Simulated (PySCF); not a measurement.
# BiH3N (Bi(NH3)3+): the cost of one run

The runs use PySCF 2.14.0; several levels, as the steps say, no spin–orbit coupling.

## 1. Starting geometry

5 atoms, charge 3, spin multiplicity 1.

Bond lengths: Bi1–N2 2.318 Å, N2–H3 1.053 Å, N2–H4 1.053 Å, N2–H5 1.053 Å. Angles: Bi1–N2–H3 113.5°, Bi1–N2–H4 113.5°, Bi1–N2–H5 113.5°, H3–N2–H4 105.2°, H3–N2–H5 105.2°, H4–N2–H5 105.2°.

Geometry (Å):

```
atom    x (Å)    y (Å)    z (Å)
 Bi1   0.0000   0.0000  -0.1626
  N2   0.0000   0.0000   2.1554
  H3   0.9661   0.0000   2.5752
  H4  -0.4831   0.8367   2.5752
  H5  -0.4830  -0.8367   2.5752
```

Formal oxidation states: Bi +3. An earlier session relaxed this geometry at PBE0, Bi def2-SVP with ECP60, N def2-SVP, H def2-SVP (singlet, point group C3v).

At PBE0 on the finer grid: E = -269.555684 Eh, HOMO -29.27 eV, LUMO -23.43 eV, Mulliken charge on Bi1 +2.35 e, largest force component 0.006 eV/Å. 

Levels to run: M06-L; B3LYP; PBE0, TZVP. Hardware: 2 threads of Arm Neoverse N1, shared host.

## 2. M06-L

Contents of run.py (the lines that set the calculation):

```python
mol = gto.M(atom='''
Bi     0.00000     0.00000    -0.16258
N      0.00000     0.00000     2.15538
H      0.96610     0.00004     2.57520
H     -0.48308     0.83665     2.57520
H     -0.48302    -0.83669     2.57520''',
    basis={'Bi': 'def2-SVP', 'N': 'def2-SVP', 'H': 'def2-SVP'},
    ecp={'Bi': 'def2-SVP'},
    charge=3, spin=0)
mf = dft.RKS(mol, xc='M06L')
mf.grids.atom_grid = (75, 302)
mf = mf.density_fit()  # fitting sets: Bi def2-universal-JKFIT, N def2-universal-JKFIT, H def2-universal-JKFIT
mf.conv_tol = 1e-08; mf.max_cycle = 55
mf.kernel(dm0)  # dm0: the density of the relaxed state
```

Launch:

```sh
$ OMP_NUM_THREADS=2 python run.py
```

**Question.** How long does this run take on 2 threads of Arm Neoverse N1, shared host?

About 2.8 s.
